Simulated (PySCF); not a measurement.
**One shape, several levels: CH7GaN2 (SMILES [CH3][Ga]([NH2])[NH2])**

We compute a comparison of 4 runs (HF/6-31G, HF/def2-SVP, B3LYP/6-31G*, CCSD(T)/STO-3G) of CH7GaN2. The job is set up through a Python script.

Program for the calculation: PySCF 2.14.0.

**1. The system as given**

CH7GaN2: 11 atoms, total charge 0, spin state singlet. As SMILES, `[CH3][Ga]([NH2])[NH2]`. Geometry: relaxed at PBE0-D4/def2-TZVP.

Bond lengths: C1–Ga2 1.957 Å, Ga2–N3 1.823 Å, Ga2–N4 1.822 Å, C1–H5 1.091 Å, C1–H6 1.092 Å, C1–H7 1.092 Å, N3–H8 1.005 Å, N3–H9 1.005 Å, N4–H10 1.005 Å, N4–H11 1.005 Å. Some angles: C1–Ga2–N3 122.0°, C1–Ga2–N4 122.2°, N3–Ga2–N4 115.8°, Ga2–C1–H5 111.3°, Ga2–C1–H6 110.5°, Ga2–C1–H7 110.7°, Ga2–N3–H8 123.8°, Ga2–N3–H9 122.8°, Ga2–N4–H10 122.9°, Ga2–N4–H11 124.1°.

**2. Energy and forces at HF/6-31G (run 1)**

mol.xyz

```xyz
11

C     -0.606400     1.659100     0.052900
Ga     0.065300    -0.178100    -0.007400
N      0.086400    -1.247700     1.468900
N      0.708400    -0.928200    -1.538500
H     -0.742600     2.064800    -0.950500
H      0.094000     2.304200     0.588200
H     -1.563600     1.702100     0.576200
H      0.531900    -2.148500     1.500100
H     -0.110200    -0.903600     2.392600
H      0.628000    -0.487200    -2.438000
H      0.974100    -1.894000    -1.623900
```

run.py

```python
from pyscf import gto

mol = gto.M(
    atom='mol.xyz',
    charge=0,
    max_memory=1860,
    basis='6-31g',
    verbose=3,
)

mf = mol.RHF()
mf.conv_tol = 1e-10
mf.kernel()
if not mf.converged:
    mf = mf.newton().run(mf.mo_coeff, mf.mo_occ)

energy = mf.e_tot
print('E(%s) = %.9f' % ('HF', energy))
grad = mf.nuc_grad_method().kernel()
dip = mf.dip_moment()
pop, q = mf.mulliken_pop()
```

Command:

```
$ OMP_NUM_THREADS=1 python run.py
```

Output:

```text
converged SCF energy = -2073.76940985542
[... 9 lines left out ...]
Dipole moment(X, Y, Z, Debye):  0.10169, -0.04240,  0.02872
[... 80 lines left out ...]
charge of   10H =      0.33816
```

Run time: 24 s. Hardware: 1 thread of Intel Xeon at 2.50GHz (Skylake/Cascade Lake), shared host; peak memory 0.15 GiB.

**3. Energy and gradient at HF/def2-SVP (run 2)**

calc.py

```python
from pyscf import gto, scf

mol = gto.Mole()
mol.atom = [
    ('C', (-0.606400, 1.659100, 0.052900)),
    ('Ga', (0.065300, -0.178100, -0.007400)),
    ('N', (0.086400, -1.247700, 1.468900)),
    ('N', (0.708400, -0.928200, -1.538500)),
    ('H', (-0.742600, 2.064800, -0.950500)),
    ('H', (0.094000, 2.304200, 0.588200)),
    ('H', (-1.563600, 1.702100, 0.576200)),
    ('H', (0.531900, -2.148500, 1.500100)),
    ('H', (-0.110200, -0.903600, 2.392600)),
    ('H', (0.628000, -0.487200, -2.438000)),
    ('H', (0.974100, -1.894000, -1.623900)),
]
mol.verbose = 4
mol.max_memory = 1860
mol.basis = 'def2-svp'
mol.build()

calc0 = scf.RHF(mol)
calc0.conv_tol = 1e-10
calc0.kernel()
if not calc0.converged:
    calc0 = calc0.newton().run(calc0.mo_coeff, calc0.mo_occ)

e_tot = calc0.e_tot
print('E = %.10f Eh' % e_tot)
grad = calc0.nuc_grad_method().kernel()
calc0.analyze()
```

Command:

```
$ OMP_NUM_THREADS=1 python calc.py
```

Output:

```text
PySCF version 2.14.0

[... 83 lines left out ...]
One-electron Energy =                -3455.806820288842118
[... 15 lines left out ...]
MO #11  energy= -4.45221853536018  occ= 2
[... 13 lines left out ...]
MO #25  energy= -0.53974032594376  occ= 2
[... 13 lines left out ...]
MO #39  energy= 0.304500812652785  occ= 0
[... 13 lines left out ...]
MO #53  energy= 0.88535788649776   occ= 0
[... 13 lines left out ...]
MO #67  energy= 1.27321806654955   occ= 0
[... 13 lines left out ...]
MO #81  energy= 2.14087820254098   occ= 0
[... 13 lines left out ...]
MO #95  energy= 2.77901077940949   occ= 0
[... 13 lines left out ...]
MO #109 energy= 3.77685508166167   occ= 0
[... 123 lines left out ...]
Dipole moment(X, Y, Z, Debye):  0.12535, -0.16620,  0.01136
```

Run time: 34 s. Hardware: 1 thread of Intel Xeon at 2.50GHz (Skylake/Cascade Lake), shared host; peak memory 0.25 GiB.

**4. Energy and forces at B3LYP/6-31G(d) (Cartesian functions) (run 3)**

job.py

```python
import pyscf.grad
from pyscf import gto, dft

mol = gto.M(
    atom='''
C     -0.606400     1.659100     0.052900
Ga     0.065300    -0.178100    -0.007400
N      0.086400    -1.247700     1.468900
N      0.708400    -0.928200    -1.538500
H     -0.742600     2.064800    -0.950500
H      0.094000     2.304200     0.588200
H     -1.563600     1.702100     0.576200
H      0.531900    -2.148500     1.500100
H     -0.110200    -0.903600     2.392600
H      0.628000    -0.487200    -2.438000
H      0.974100    -1.894000    -1.623900
''',
    verbose=4,
    charge=0,
    max_memory=1860,
    cart=True,
    basis='6-31g*',
    spin=0,
)

mf = dft.RKS(mol, xc='b3lyp')
mf.conv_tol = 1e-10
mf.grids.level = 5
mf.kernel()
if not mf.converged:
    mf = mf.newton().run(mf.mo_coeff, mf.mo_occ)

etot = mf.e_tot
print('Final energy', etot)
grad = mf.Gradients().kernel()
mf.analyze()
```

Command:

```
$ OMP_NUM_THREADS=1 python job.py
```

Output:

```text
PySCF version 2.14.0

[... 100 lines left out ...]
Two-electron Energy =                 1094.077764245356548
[... 13 lines left out ...]
MO #10  energy= -3.76829966896984  occ= 2
[... 11 lines left out ...]
MO #22  energy= -0.457433107942249 occ= 2
[... 11 lines left out ...]
MO #34  energy= 0.130254359839627  occ= 0
[... 11 lines left out ...]
MO #46  energy= 0.50105352878942   occ= 0
[... 11 lines left out ...]
MO #58  energy= 0.906710635125169  occ= 0
[... 11 lines left out ...]
MO #70  energy= 1.69564159286857   occ= 0
[... 11 lines left out ...]
MO #82  energy= 2.32503643489899   occ= 0
[... 11 lines left out ...]
MO #94  energy= 73.9121669165632   occ= 0
[... 108 lines left out ...]
Dipole moment(X, Y, Z, Debye):  0.14722, -0.22931,  0.00951
```

It took 82 s on 1 thread of Intel Xeon at 2.50GHz (Skylake/Cascade Lake), shared host; peak memory 0.93 GiB.

**5. A single-point energy at CCSD(T)/STO-3G (run 4)**

run.py

```python
from pyscf import gto, cc

mol = gto.M(
    atom='''
C     -0.606400     1.659100     0.052900
Ga     0.065300    -0.178100    -0.007400
N      0.086400    -1.247700     1.468900
N      0.708400    -0.928200    -1.538500
H     -0.742600     2.064800    -0.950500
H      0.094000     2.304200     0.588200
H     -1.563600     1.702100     0.576200
H      0.531900    -2.148500     1.500100
H     -0.110200    -0.903600     2.392600
H      0.628000    -0.487200    -2.438000
H      0.974100    -1.894000    -1.623900
''',
    max_memory=1860,
    basis='sto-3g',
    verbose=4,
)

mf = mol.RHF()
mf.conv_tol = 1e-10
mf.kernel()
if not mf.converged:
    mf = mf.newton().run(mf.mo_coeff, mf.mo_occ)

mycc = cc.CCSD(mf, frozen=12)
mycc.kernel()
e_t = mycc.ccsd_t()
energy = mycc.e_tot + e_t
print(f'total energy: {energy:.8f} hartree')
dip = mf.dip_moment()
pop, q = mf.mulliken_pop()
```

Command:

```
$ OMP_NUM_THREADS=1 python run.py
```

Output:

```text
PySCF version 2.14.0

[... 71 lines left out ...]
converged SCF energy = -2049.89540670571
[... 12 lines left out ...]
Init t2, MP2 energy = -2050.09479864259  E_corr(MP2) -0.19939193688038
[... 21 lines left out ...]
CCSD converged
[... 2 lines left out ...]
total energy: -2050.16354903 hartree
Dipole moment(X, Y, Z, Debye):  0.21675, -0.42517,  0.00303
[... 52 lines left out ...]
charge of   10H =      0.14692
```

Run time: 3 s. Hardware: 1 thread of Intel Xeon at 2.50GHz (Skylake/Cascade Lake), shared host; peak memory 0.13 GiB.

**6. All runs side by side**

```
run                               level  Cartesian functions  integration grid   energy (Eh)  dipole moment (D) of the reference  HOMO energy (eV)  LUMO energy (eV)  wall time
  1                            HF/6-31G                   no                 –  -2073.769410                                0.11             -9.88              3.33       24 s
  2                         HF/def2-SVP                   no                 –  -2073.773606                                0.21             -9.90              3.60       34 s
  3  B3LYP/6-31G* (Cartesian functions)                  yes                 5  -2076.485058                                0.27             -5.91              0.41       82 s
  4                      CCSD(T)/STO-3G                   no                 –  -2050.163549                                0.48             -7.01              7.30        3 s
```

**7. Outcome**

```
                                           quantity           value
                                run 4: total energy  -2050.16355 Eh
        run 4: dipole moment (Hartree–Fock density)          0.48 D
         run 4: HOMO energy (Hartree–Fock orbitals)        -7.01 eV
         run 4: LUMO energy (Hartree–Fock orbitals)         7.30 eV
       run 4: HOMO–LUMO gap (Hartree–Fock orbitals)        14.31 eV
run 4: correlation energy (12 core orbitals frozen)      -268.1 mEh
                              run 4: (T) correction      -14.68 mEh
                               run 4: T1 diagnostic           0.029
```

In words: Over runs 1, 2, 3 the dipole moment (its size) runs from 0.11 D (HF/6-31G) to 0.27 D (B3LYP/6-31G*). The two ends differ in method and basis. Over runs 1, 2, 3 the HOMO–LUMO gap runs from 6.31 eV (B3LYP/6-31G*) to 13.50 eV (HF/def2-SVP). In run 4 the basis is minimal, so the values are rough. All runs together took 2.4 min, the longest 82 s.
